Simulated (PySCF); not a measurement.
# AlCl2F (SMILES [F][Al]([Cl])[Cl]) at 6 levels

Aim: a comparison of 6 runs (B3LYP/6-31G*, B2PLYP/def2-SVPD, BHLYP/def2-SVPD, CAM-B3LYP/def2-SVPD, SCS-MP2/def2-SVPD, CCSD(T)/def2-SVPD) of AlCl2F. The job is set up through a Python script.

The calculation is run with PySCF 2.14.0.

2 further runs of the same task are left out: 2 set aside as unsound or not needed.

**1. The structure to begin with**

AlCl2F has 4 atoms, charge 0, and is taken as a singlet. SMILES: `[F][Al]([Cl])[Cl]`. Geometry: relaxed at PBE0-D4/def2-TZVP.

Bond lengths: F1–Al2 1.633 Å, Al2–Cl3 2.065 Å, Al2–Cl4 2.065 Å. Angles: F1–Al2–Cl3 119.2°, F1–Al2–Cl4 119.2°, Cl3–Al2–Cl4 121.5°.

**2. The energy at B3LYP/6-31G(d) (spherical functions) (run 1)**

The input, start.xyz:

```xyz
4
AlCl2F
F      0.087420     0.388220     1.682350
Al     0.004800     0.021530     0.093600
Cl     1.223040    -1.463690    -0.663450
Cl    -1.315270     1.053930    -1.112510
```

The input, job.py:

```python
from pyscf import gto, dft

mol = gto.M(
    atom='start.xyz',
    verbose=4,
    basis='6-31g*',
    max_memory=1860,
    charge=0,
)

ks = dft.RKS(mol)
ks.xc = 'b3lyp'
ks.grids.level = 5
ks.conv_tol = 1e-10
ks.kernel()
if not ks.converged:
    ks = ks.newton().run(ks.mo_coeff, ks.mo_occ)

energy = ks.e_tot
print('E = %.10f Eh' % energy)
```

Command:

```
$ OMP_NUM_THREADS=1 python job.py
```

Log:

```text
PySCF version 2.14.0

[... 70 lines left out ...]
converged SCF energy = -1262.87088059572
E = -1262.8708805957 Eh
```

Run time: 8.4 s. Hardware: 1 thread of Arm Neoverse V2, shared host; peak memory 0.36 GiB.

**3. The energy at B2PLYP/def2-SVPD (run 2)**

The input, calc.py:

```python
from pyscf import gto, dft, mp

system = gto.Mole()
system.atom = 'F 0.087420 0.388220 1.682350; Al 0.004800 0.021530 0.093600; Cl 1.223040 -1.463690 -0.663450; Cl -1.315270 1.053930 -1.112510'
system.basis = 'def2-svpd'
system.charge = 0
system.max_memory = 1860
system.verbose = 3
system.spin = 0
system.build()

mf = dft.RKS(system, xc='0.53*HF + 0.47*B88, 0.73*LYP')
mf.conv_tol = 1e-10
mf.grids.level = 5
mf.kernel()
if not mf.converged:
    mf = mf.newton().run(mf.mo_coeff, mf.mo_occ)

pt = mp.MP2(mf, frozen=16).run()
energy = mf.e_tot + 0.27 * pt.e_corr
print('PT2 part  %.8f' % (0.27 * pt.e_corr))
print('Final energy', energy)
```

Command:

```
$ OMP_NUM_THREADS=1 python calc.py
```

Log:

```text
converged SCF energy = -1261.821897862
E(RMP2) = -1262.47939449832  E_corr = -0.6574966363203
E(SCS-RMP2) = -1262.45338524925  E_corr = -0.631487387251436
PT2 part  -0.17752409
Final energy -1261.9994219538069
```

It took 14 s on 1 thread of Arm Neoverse V2, shared host; peak memory 0.52 GiB.

Run 3 isn't shown in full; the table further down has it.

**4. The energy at CAM-B3LYP/def2-SVPD (run 4)**

The input, input.py:

```python
from pyscf import gto, dft

mol = gto.M(
    atom='''
F    0.087420   0.388220   1.682350
Al   0.004800   0.021530   0.093600
Cl   1.223040  -1.463690  -0.663450
Cl  -1.315270   1.053930  -1.112510
''',
    spin=0,
    basis='def2-svpd',
    max_memory=1860,
    charge=0,
    verbose=4,
)

mf = dft.RKS(mol, xc='cam-b3lyp')
mf.grids.level = 5
mf.conv_tol = 1e-10
mf.kernel()
if not mf.converged:
    mf = mf.newton().run(mf.mo_coeff, mf.mo_occ)

energy = mf.e_tot
print('E(%s) = %.9f' % ('CAM-B3LYP', energy))
```

Command:

```
$ OMP_NUM_THREADS=1 python input.py
```

Log:

```text
PySCF version 2.14.0

[... 72 lines left out ...]
converged SCF energy = -1262.47738858959
E(CAM-B3LYP) = -1262.477388590
```

It took 19 s on 1 thread of Arm Neoverse V2, shared host; peak memory 0.52 GiB.

Run 5 isn't shown in full; the table further down has it.

**5. A single-point energy at CCSD(T)/def2-SVPD (run 6)**

The input, calc.py:

```python
from pyscf import gto, scf, cc

molecule = gto.M(
    atom=[
    ('F', (0.087420, 0.388220, 1.682350)),
    ('Al', (0.004800, 0.021530, 0.093600)),
    ('Cl', (1.223040, -1.463690, -0.663450)),
    ('Cl', (-1.315270, 1.053930, -1.112510)),
],
    basis='def2-svpd',
    max_memory=1860,
    verbose=4,
    charge=0,
)

calc0 = scf.RHF(molecule)
calc0.conv_tol = 1e-10
calc0.kernel()
if not calc0.converged:
    calc0 = calc0.newton().run(calc0.mo_coeff, calc0.mo_occ)

mycc = cc.CCSD(calc0, frozen=16)
mycc.kernel()
e_t = mycc.ccsd_t()
etot = mycc.e_tot + e_t
print('E(%s) = %.9f' % ('CCSD(T)', etot))
```

Command:

```
$ OMP_NUM_THREADS=1 python calc.py
```

Log:

```text
PySCF version 2.14.0

[... 58 lines left out ...]
converged SCF energy = -1260.16012939234
[... 12 lines left out ...]
Init t2, MP2 energy = -1260.70005208517  E_corr(MP2) -0.539922692830409
[... 11 lines left out ...]
CCSD converged
[... 2 lines left out ...]
E(CCSD(T)) = -1260.739117681
```

Run time: 35 s. Hardware: 1 thread of Arm Neoverse V2, shared host; peak memory 0.53 GiB.

**6. The series**

```tsv
run	level	frozen core orbitals	integration grid	energy (Eh)	dipole moment (D) of the reference	HOMO energy (eV)	LUMO energy (eV)	wall time
1	B3LYP/6-31G* (spherical functions)	–	5	-1262.870881	0.12	-9.25	-1.61	8.4 s
2	B2PLYP/def2-SVPD	16	5	-1261.999422	0.50	-10.96	-0.64	14 s
3	BHLYP/def2-SVPD	–	5	-1262.438247	0.51	-11.01	-0.89	14 s
4	CAM-B3LYP/def2-SVPD	–	5	-1262.477389	0.48	-11.11	-0.78	19 s
5	SCS-MP2/def2-SVPD	16	–	-1260.679473	0.47	-13.08	0.76	2.1 s
6	CCSD(T)/def2-SVPD	16	–	-1260.739118	0.47	-13.08	0.76	35 s
```

**7. Summary of results**

| quantity | value |
| --- | --- |
| run 6: total energy | -1260.73912 Eh |
| run 6: dipole moment (Hartree–Fock density) | 0.47 D |
| run 6: HOMO energy (Hartree–Fock orbitals) | -13.08 eV |
| run 6: LUMO energy (Hartree–Fock orbitals) | 0.76 eV |
| run 6: HOMO–LUMO gap (Hartree–Fock orbitals) | 13.84 eV |
| run 6: correlation energy (16 core orbitals frozen) | -579.0 mEh |
| run 6: (T) correction | -13.58 mEh |
| run 6: T1 diagnostic | 0.012 |

What this shows: Over runs 1, 2, 3, 4 the dipole moment (its size) runs from 0.12 D (B3LYP/6-31G*) to 0.51 D (BHLYP/def2-SVPD). The two ends differ in method and basis. Over runs 1, 2, 3, 4 the HOMO–LUMO gap runs from 7.64 eV (B3LYP/6-31G*) to 10.33 eV (CAM-B3LYP/def2-SVPD). Totals of different functionals can't be ranked against each other. All runs together took 92 s, the longest 35 s.
